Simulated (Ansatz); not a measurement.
## SiF in Ansatz: convergence with smearing width

Input of the first run (smearing width 0.3 eV); the others differ in this setting and in those tied to it:

File input.yaml:

```yaml
crystal:
  lattice:
    - [3.0286, 0.0, 0.0]
    - [0.0, 3.0286, 0.0]
    - [0.0, 0.0, 3.0286]
  atoms:
    - { symbol: Si, position: [0.5, 0.5, 0.5] }
    - { symbol: F, position: [0.0, 0.0, 0.0] }
hamiltonian:
  xc: hse06
  pseudopotentials: { kind: paw, source: jth }
kpoints:
  mp_grid: { grid: [5, 5, 5] }
scf:
  occupations: { method: gaussian, width: 0.3 }
output:
  forces: true
  stress: true
  eigenvalues: true
```

Potentials or basis: JTH PAW.

Command:

```bash
$ ansatz run input.yaml --threads 2 --pin off --max-ram 5632MiB --backend cpu --events-out ev --progress --plain --runs-dir out
```

The cell was built by a generator and needn't be a form met in nature.

Hardware: 2 threads of Intel(R) Xeon(R) 6975P-C (Granite Rapids) (shared host).

| smearing width | energy less the tightest run, at zero smearing (meV/atom) | pressure (GPa) | SCF cycles | CPU time (s) | peak memory (GiB) |
| --- | --- | --- | --- | --- | --- |
| 0.3 eV | -6.35 | -1.54 | 18 | 39 | 2.1 |
| 0.2 eV | -4.43 | -1.63 | 19 | 38 | 2.1 |
| 0.15 eV | -3.26 | -1.70 | 20 | 39 | 2.1 |
| 0.1 eV | -2.21 | -1.78 | 19 | 39 | 2.1 |
| 0.05 eV | -1.08 | -1.81 | 17 | 41 | 2.1 |
| 0.025 eV | -0.48 | -1.81 | 23 | 45 | 2.1 |
| 0.01 eV | -0.12 | -1.80 | 25 | 45 | 2.1 |
| 0.005 eV | 0.00 | -1.81 | 25 | 44 | 2.1 |

Against the tightest run, the energy stays within 1 meV/atom from 0.025 eV on; the pressure stays within 0.1 GPa from 0.1 eV on. Narrower smearing needs a denser k mesh, so at a fixed mesh the narrowest width isn't the most accurate. The tightest run that finished is the yardstick and may itself not be fully converged.

Caveat, for the tightest run too: the k mesh is coarse (spacing up to 0.41 Å⁻¹), so the values aren't converged, least of all with exact exchange; an odd number of electrons without spin polarisation forces a metal; a magnetic or distorted state may lie lower; the thresholds are loose for stress.
